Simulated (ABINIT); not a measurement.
Crystal: RuRh.

```xyz
2
Lattice="2.7094 0.0000 0.0000 -1.3547 2.3464 0.0000 0.0000 0.0000 4.2984" Properties=species:S:1:pos:R:3 pbc="T T T"
Rh    1.3547    0.7821    0.0000
Ru    0.0000    0.0000    2.1492
```

The cell comes from a database or a generator and needn't be the stable form of this composition.

```yaml
Program: ABINIT 10.8.3 (patched build)
Task: relaxation of cell and atoms
Functional: AM05
Potentials_or_basis: JTH PAW PBE v2.0
Cutoff: 517 eV
k_mesh: 11 × 11 × 6
Occupations: fermi-dirac, width 0.05 eV
Spin: no spin polarisation
```

At the start: pressure -7.5 GPa; volume 13.66 Å³/atom.

Q: How do energy, volume and symmetry change on relaxing?

A: Over 5 steps the energy falls by 8.1 meV/atom and the volume is 13.33 Å³/atom (-2.4 %); space group P-6m2 (No. 187, to 0.05 Å).

The path:
```tsv
step	energy change (eV)	largest force (eV/Å)	pressure (GPa)	volume (Å³)
1	0.0000	0.0000	-7.55	27.33
2	-0.0161	0.0000	-0.50	26.70
3	-0.0162	0.0000	0.02	26.66
4	-0.0162	0.0000	0.02	26.66
5	-0.0162	0.0000	0.00	26.66
```

Final structure:
```cif
data_structure
_symmetry_space_group_name_H-M 'P 1'
_symmetry_Int_Tables_number 1
_cell_length_a 2.6866
_cell_length_b 2.6866
_cell_length_c 4.2649
_cell_angle_alpha 90.000
_cell_angle_beta 90.000
_cell_angle_gamma 120.000
_cell_volume 26.66
loop_
_atom_site_label
_atom_site_type_symbol
_atom_site_fract_x
_atom_site_fract_y
_atom_site_fract_z
_atom_site_occupancy
Rh1 Rh 0.66667 0.33333 0.00000 1
Ru1 Ru 0.00000 0.00000 0.50000 1
```

Caveat: the PAW data sets were made with another functional, which shifts forces and pressure a little.
